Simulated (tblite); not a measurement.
# C2H11AlF4O7Si2Ti: the cost of one run

Computed with tblite 0.8.0 and PySCF 2.14.0; each step states its level. No surroundings beyond the atoms listed, unless a continuum is named. Atoms count from 0, parts from 1.

### 1 The system as given

28 atoms, charge 0, multiplicity 1; geometry: rigid parts in contact. Parts: 1 = atoms 0–25, `[CH3][Al]([CH3])[O][Si](O)(O[Si](F)(F)F)[O][Ti]([OH])([OH])[OH]`, charge 0; 2 = atoms 26–27, `F`, charge 0.

### 2 Bringing the parts together with GFN2-xTB

What the job is given:

```
{"job": {"kind": "dock", "xc": "GFN2-xTB", "basis": "xTB"}, "charge": 0, "multiplicity": 1, "parts": [{"atoms": "0-25", "charge": 0, "multiplicity": 1}, {"atoms": "26-27", "charge": 0, "multiplicity": 1}]}
Si     0.403330    -0.040132     0.916953
O      0.345026     0.706404    -0.593716
O      1.708046    -1.078375     0.803464
Si     1.665659    -2.613615     0.506510
F      2.335661    -3.085054    -0.849494
F      0.212276    -3.326618     0.561837
F      2.418221    -3.427192     1.635619
O     -0.906975    -0.909518     1.108854
Ti    -1.342784    -1.604477    -0.488136
O      0.036833    -1.865385    -1.551359
O     -2.299381    -0.468938    -1.370663
O     -2.376931    -2.968134    -0.415956
O      0.688408     1.205380     1.838053
Al     0.346030     2.487766     0.606427
C     -1.647669     2.630665     0.638354
C      2.112629     3.175500     0.011836
H      0.346558     0.192698    -1.415330
H      0.195341    -2.574470    -2.184428
H     -3.245751    -0.506357    -1.533196
H     -2.256862    -3.801949     0.046221
H     -2.084674     1.677762     0.294810
H     -2.085386     3.431310     0.038963
H     -2.007839     2.776451     1.664051
H      2.865657     2.387006    -0.096736
H      2.071689     3.725356    -0.930560
H      2.502888     3.873914     0.757623
F      0.382322    -3.303709     3.101874
H      1.099852    -2.728866     3.257460
```

With the program's defaults for keys left out, this is: GFN2-xTB search for minima from random contacts, gas phase.

Command:

```
$ OMP_NUM_THREADS=1 python cluster_run.py task.json out
```

One launch serves the whole session: the jobs run in the order shown.

**Question.** How long does this first job take on 1 thread of AMD EPYC 7R43, shared host?

About 2.4 min.
